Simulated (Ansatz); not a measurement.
# CH6FGeNSi: the cost of one run

Method: functionals in def2-TZVPP, the program's frozen cores in correlated methods; program: Ansatz 0.2.0, Gaussian basis.

The runs, in order: PBE-D4, r2SCAN-D4, PBE0-D4, B3LYP-D4, ωB97X-V, ωB97M-V, B2PLYP; CCSD(T)/def2-TZVPP; MP2/def2-QZVPP; extrapolation to the limit.

### 1 Structure used throughout

All runs share one geometry, relaxed beforehand with PBE0-D4 in a triple-zeta def2 set.

SMILES `F[SiH]1C[NH][GeH2]1`, 11 atoms, charge 0, spin multiplicity 1.

Atoms are counted from 1 here; the program's logs count them from 0.

Bond lengths: F1–Si2 1.602 Å, Si2–C3 1.893 Å, Si2–Ge5 2.367 Å, Si2–H6 1.485 Å, C3–N4 1.467 Å, C3–H7 1.096 Å, C3–H8 1.100 Å, N4–Ge5 1.866 Å, N4–H9 1.009 Å, Ge5–H10 1.540 Å, Ge5–H11 1.549 Å. Angles: F1–Si2–C3 116.3°, F1–Si2–Ge5 122.7°, F1–Si2–H6 106.7°, C3–Si2–Ge5 77.8°, C3–Si2–H6 114.3°, Ge5–Si2–H6 117.0°, Si2–C3–N4 94.9°, Si2–C3–H7 115.1°, Si2–C3–H8 111.5°, N4–C3–H7 112.2°, N4–C3–H8 115.1°, H7–C3–H8 107.8°, C3–N4–Ge5 107.5°, C3–N4–H9 116.2°, Ge5–N4–H9 125.2°, Si2–Ge5–N4 71.0°, Si2–Ge5–H10 125.5°, Si2–Ge5–H11 119.6° and more.

### 2 PBE-D4 (GGA)

The input, in.yaml:

```yaml
crystal:
  periodic: [false, false, false]
  atoms:
    - {symbol: F, position_ang: [-0.890804, 2.312632, 1.043209]}
    - {symbol: Si, position_ang: [0.171342, 1.253990, 0.478961]}
    - {symbol: C, position_ang: [0.002227, -0.521480, 1.113703]}
    - {symbol: N, position_ang: [0.333397, -1.146599, -0.172013]}
    - {symbol: Ge, position_ang: [-0.177009, 0.037152, -1.520816]}
    - {symbol: H, position_ang: [1.515887, 1.850450, 0.680655]}
    - {symbol: H, position_ang: [0.707256, -0.800681, 1.904538]}
    - {symbol: H, position_ang: [-1.014271, -0.723440, 1.481981]}
    - {symbol: H, position_ang: [0.245167, -2.151294, -0.214958]}
    - {symbol: H, position_ang: [0.789232, -0.008747, -2.718501]}
    - {symbol: H, position_ang: [-1.617124, -0.158982, -2.055958]}
basis:
  gaussian: {orbitals: def2-TZVPP}
hamiltonian: {xc: pbe, dispersion: d4}
output: {forces: true, orbitals: {seedname: orbitals}}
```

Started as:

```console
> ansatz run in.yaml --threads 4 --pin off --events-out ev --progress --plain --max-ram 10444MiB
```

Q: Estimate wall time and peak memory on 4 threads of Arm Neoverse V1, shared host.

About 3.3 s, with a peak of 0.39 GiB.
